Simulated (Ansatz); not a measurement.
# GaNH₃ radical: how energies converge with the basis set

The task here is to estimate one member of a computed series from the others.

The runs use Ansatz 0.2.0, Gaussian basis; one geometry, several basis sets.

Plan: PBE0-D4/def2-SVP; ωB97M-V/def2-SVP; PBE0-D4/def2-QZVPP; ωB97M-V/def2-QZVPP; the functionals' def2-TZVPP values are taken from earlier runs.

## Structure used throughout

All runs share one geometry, relaxed beforehand with PBE0-D4 in a triple-zeta def2 set.

SMILES `[NH2][GaH]`, 5 atoms, charge 0, spin multiplicity 2.

Atoms are counted from 1 here; the program's logs count them from 0.

Bond lengths: N1–Ga2 1.825 Å, N1–H3 1.008 Å, N1–H4 1.006 Å, Ga2–H5 1.594 Å. Angles: Ga2–N1–H3 123.8°, Ga2–N1–H4 124.3°, H3–N1–H4 111.9°, N1–Ga2–H5 116.9°.

Geometry (Å):

```
N    -0.21186   -0.68396    0.06470
Ga    0.81548    0.78295    0.41698
H    -0.94685   -0.70125   -0.62506
H    -0.11522   -1.56931    0.53204
H     0.50824    2.09788   -0.43007
```

The first run:

The input, in.yaml:

```yaml
crystal:
  periodic: [false, false, false]
  atoms:
    - {symbol: N, position_ang: [-0.211858, -0.683960, 0.064703]}
    - {symbol: Ga, position_ang: [0.815481, 0.782947, 0.416979]}
    - {symbol: H, position_ang: [-0.946846, -0.701255, -0.625057]}
    - {symbol: H, position_ang: [-0.115221, -1.569311, 0.532044]}
    - {symbol: H, position_ang: [0.508244, 2.097879, -0.430069]}
basis:
  gaussian: {orbitals: def2-SVP}
magnetization: {spin_polarized: true, initial_magnetization: 1}
hamiltonian: {xc: pbe0, dispersion: d4}
output: {orbitals: {seedname: orbitals}}
```

Steps of the session up to this table: PBE0-D4 in def2-SVP; ωB97M-V in def2-SVP; PBE0-D4 in def2-QZVPP; ωB97M-V in def2-QZVPP.

One table of the session follows, with a row left open; its other results are not shown here.

It belongs to the step «Functionals by basis». 

```
functional       basis  HOMO (eV)  LUMO (eV)
   PBE0-D4    def2-SVP      -5.54      -2.21
   PBE0-D4  def2-TZVPP          ?          ?
   PBE0-D4  def2-QZVPP      -5.65      -2.33
   ωB97M-V    def2-SVP      -7.50      -0.50
   ωB97M-V  def2-TZVPP      -7.60      -0.60
   ωB97M-V  def2-QZVPP      -7.65      -0.73
```

**Question.** Estimate the row for PBE0-D4, def2-TZVPP.

The run gave: HOMO (eV): -5.62; LUMO (eV): -2.28. In the column «HOMO (eV)» it lies between PBE0-D4, def2-QZVPP (-5.65) and PBE0-D4, def2-SVP (-5.54).
